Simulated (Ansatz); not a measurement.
**F₂GaHSe: a ladder of functionals and wavefunction methods**

How much do the methods differ for F₂GaHSe? The plan is to run it at one geometry with functionals of several rungs and with coupled cluster. The yardstick is the atomisation energy at the CCSD(T) limit.

Program: Ansatz 0.2.0, Gaussian basis. Level of theory: functionals in def2-TZVPP, the program's frozen cores in correlated methods. These are calculated values, not measurements.

The runs, in order: LDA (SPW92), PBE-D4, revPBE-D4, BLYP-D4, r2SCAN-D4, B97M-V, PBE0-D4, B3LYP-D4, r2SCANh-D4, r2SCAN0-D4, HSE06-D4, BHLYP-D4, CAM-B3LYP-D4, LC-ωPBE, ωB97X-V, ωB97M-V, B2PLYP, PBE-QIDH; CCSD(T)/def2-SVP; CCSD(T)/def2-TZVPP; CCSD(T)/def2-QZVPP; extrapolation to the limit; RPA on PBE.

### 1 The geometry

The geometry comes from an earlier relaxation with PBE0-D4 in a triple-zeta def2 set; it is a stationary point.

SMILES `[F][Ga]([F])[SeH]`, 5 atoms, charge 0, spin multiplicity 1.

Atoms are counted from 1 here; the program's logs count them from 0.

Bond lengths: F1–Ga2 1.738 Å, Ga2–F3 1.740 Å, Ga2–Se4 2.287 Å, Se4–H5 1.470 Å. Angles: F1–Ga2–F3 114.8°, F1–Ga2–Se4 122.2°, F3–Ga2–Se4 123.1°, Ga2–Se4–H5 89.9°.

Coordinates:

```mol
F2GaHSe
  3D, bonds by distance, orders not assigned

  5  4  0  0  0  0  0  0  0  0999 V2000
   -0.1978   -1.5244    1.7040 F   0  0
    0.1859   -0.4044    0.4311 Ga  0  0
    1.8877   -0.1732    0.1524 F   0  0
   -1.4328    0.6724   -0.7728 Se  0  0
   -0.3931    1.3561   -1.5561 H   0  0
  1  2  8  0
  2  3  8  0
  2  4  8  0
  4  5  8  0
M  END
```

### 2 LDA

This LDA is Slater exchange with PW92 correlation.

Contents of in.yaml:

```yaml
crystal:
  periodic: [false, false, false]
  atoms:
    - {symbol: F, position_ang: [-0.197808, -1.524425, 1.703966]}
    - {symbol: Ga, position_ang: [0.185880, -0.404359, 0.431150]}
    - {symbol: F, position_ang: [1.887728, -0.173248, 0.152387]}
    - {symbol: Se, position_ang: [-1.432795, 0.672358, -0.772811]}
    - {symbol: H, position_ang: [-0.393105, 1.356074, -1.556091]}
basis:
  gaussian: {orbitals: def2-TZVPP}
hamiltonian: {xc: lda}
output: {orbitals: {seedname: orbitals}}
```

Run with:

```
$ ansatz run in.yaml --threads 2 --pin off --events-out ev --progress --plain --max-ram 32768MiB --backend cpu
```

After this run come: PBE-D4 (GGA); revPBE-D4 (GGA); BLYP-D4 (GGA); r2SCAN-D4 (meta-GGA); B97M-V (meta-GGA); B3LYP-D4 (hybrid); r2SCANh-D4 (hybrid); r2SCAN0-D4 (hybrid); HSE06-D4 (hybrid); BHLYP-D4 (hybrid); CAM-B3LYP-D4 (range-separated); LC-ωPBE (range-separated); ωB97X-V (range-separated); ωB97M-V (range-separated); B2PLYP (double hybrid); PBE-QIDH (double hybrid); CCSD(T) in def2-SVP; CCSD(T) in def2-TZVPP; CCSD(T) in def2-QZVPP; RPA on PBE orbitals.

Q: Predict the results of all the runs planned. Wanted: atomisation energy, CCSD(T)/CBS; farthest beyond LDA; mean size of error, GGA; mean size of error, meta-GGA; mean size of error, hybrid; mean size of error, range-separated; mean size of error, double hybrid; gap, smallest and largest; T1 diagnostic.

**Answer**, as computed:

```
                               quantity                                      value
        atomisation energy, CCSD(T)/CBS                                  16.227 eV
    functionals within 0.162 eV (1.0 %)                 PBE-D4, r2SCAN-D4, ωB97X-V
                    farthest beyond LDA                       BHLYP-D4 (-1.233 eV)
                mean size of error, GGA                                   0.335 eV
           mean size of error, meta-GGA                                   0.126 eV
             mean size of error, hybrid                                   0.587 eV
    mean size of error, range-separated                                   0.253 eV
      mean size of error, double hybrid                                   0.357 eV
              gap, smallest and largest  4.16 eV (LDA (SPW92)), 11.32 eV (LC-ωPBE)
                          T1 diagnostic                                     0.0128
triples share of the correlation energy                                      3.3 %
```

What this shows: LDA overbinds by 2.721 eV (17 %). PBE-D4 misses by +0.120 eV. Double hybrids carry the basis error of their MP2 part in triple zeta, and no dispersion term here, so their miss is partly the set-up's. Taken by rung, meta-GGA functionals do best (0.126 eV on average) and hybrid ones worst beyond LDA (0.587 eV). The mean of the hybrids holds BHLYP, with half exact exchange. Misses under about 0.162 eV are within the doubt on the reference itself, which lacks core-valence correlation, relativity and higher excitations, and its outer-core shells are covered unevenly. All levels share the lack of spin-orbit coupling, which lowers the free heavy atoms and so the true binding. Hartree-Fock recovers 68 % of the binding; the rest is correlation. CCSD(T) in def2-SVP is off by -1.188 eV, which most functionals beat. The gap grows from 4.2 to 11.3 eV across the functionals, mostly with the share of exact exchange. Correlated methods include outer-core shells of Ga, Se, which these sets cover unevenly.
